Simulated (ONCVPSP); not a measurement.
# Si: generating and testing an ONCV potential

Aim: build the potential from the settings below, then test how well it stands in for the atom: other configurations, scattering, ghost states and the plane-wave cutoff that it needs.

Method: ONCVPSP 4.0.1.1 (patched build), PBE, scalar-relativistic.

## (1) Starting point

The settings as typed:

```json
{
  "element": "silicon (Si, Z = 14)",
  "type": "optimised norm-conserving Vanderbilt (ONCV)",
  "frozen core": "[Ne]",
  "valence charge": "4",
  "reference configuration": "3s2 3p2",
  "partial waves": "3s: rc 1.40 bohr, ncon 3, nbas 8, qcut 5.6 1/bohr, 2 projectors, debl 0.4 Ha; 3p: rc 2.30 bohr, ncon 3, nbas 7, qcut 3.8 1/bohr, 2 projectors, debl 3.9 Ha; d scattering state at 0.37 Ha: rc 2.40 bohr, ncon 4, nbas 7, qcut 4.1 1/bohr, 2 projectors, debl 0.6 Ha",
  "local potential": "polynomial inside 1.15 bohr (lpopt 5, dvloc0 4 Ha)",
  "core correction": "polynomial model core, fcfact 0.4"
}
```

## (2) The generation run

The input, Si.dat:

```
# ATOM AND REFERENCE CONFIGURATION
# atsym  z   nc   nv     iexc    psfile
  Si 14.00    3    2        4      upf
#
#   n    l    f
    1    0    2.00
    2    0    2.00
    2    1    6.00
    3    0    2.00
    3    1    2.00
#
# PSEUDOPOTENTIAL AND OPTIMIZATION
# lmax
    2
#
#   l,   rc,      ep,       ncon, nbas, qcut
    0    1.40    0.00    3    8    5.60
    1    2.30    0.00    3    7    3.80
    2    2.40    0.37    4    7    4.10
#
# LOCAL POTENTIAL
# lloc, lpopt,  rc(5),   dvloc0
    4    5    1.15    4.00
#
# VANDERBILT-KLEINMAN-BYLANDER PROJECTORs
# l, nproj, debl
    0    2    0.40
    1    2    3.90
    2    2    0.60
#
# MODEL CORE CHARGE
# icmod, fcfact, rcfact
    1    0.40    0.00
#
# LOG DERIVATIVE ANALYSIS
# epsh1, epsh2, depsh
   -2.00    5.00    0.02
#
# OUTPUT GRID
# rlmax, drl
    6.00    0.01
#
# TEST CONFIGURATIONS
# ncnf
    4
# nvcnf
#   n    l    f
    2
    3    0    2.00
    3    1    1.00
#
    2
    3    0    2.00
    3    1    0.00
#
    2
    3    0    1.00
    3    1    0.00
#
    2
    3    0    0.00
    3    1    4.00
#
```

Launch:

```bash
$ oncvpsp.x < Si.dat > Si.out
```

What does the calculation give? Wanted: cutoffs for 1 and 0.1 mHa per electron, occupied waves; bound ghosts; GHOST(+) flags; largest test error; largest phase difference near zero energy, channels read; rms error of d²Exc/dn², without and with the model core.

The runs gave:

| quantity | value |
| --- | --- |
| cutoffs for 1 and 0.1 mHa per electron, occupied waves | 7.7 Ha and 12 Ha |
| bound ghosts | s at -109.40 eV |
| GHOST(+) flags | none at low energy |
| largest test error (AE − PS) | +21 meV, for 3s1 3p0 |
| largest phase difference near zero energy, channels read | 0.001 rad |
| rms error of d²Exc/dn², without and with the model core | 1.71 and 0.57 mHa |

**Reading.** A bound ghost (s) makes it unfit for use: electrons can fall into a state that the atom doesn't have. The worst unpolarised test, 3s1 3p0, is off by 21 meV on 57.7 eV; by total energies transferability rates as good. Atomic tests can pass in spite of a ghost, since they solve only for the levels asked. The potential is soft on the atom at that tolerance: the looser tolerance needs 7.7 Ha. At the looser tolerance the 3s wave is the slowest; 3p needs 3 Ha. Near zero energy the phases of the channels with partial waves agree within 0.001 rad. These are tests on the free atom; a crystal test is still owed.
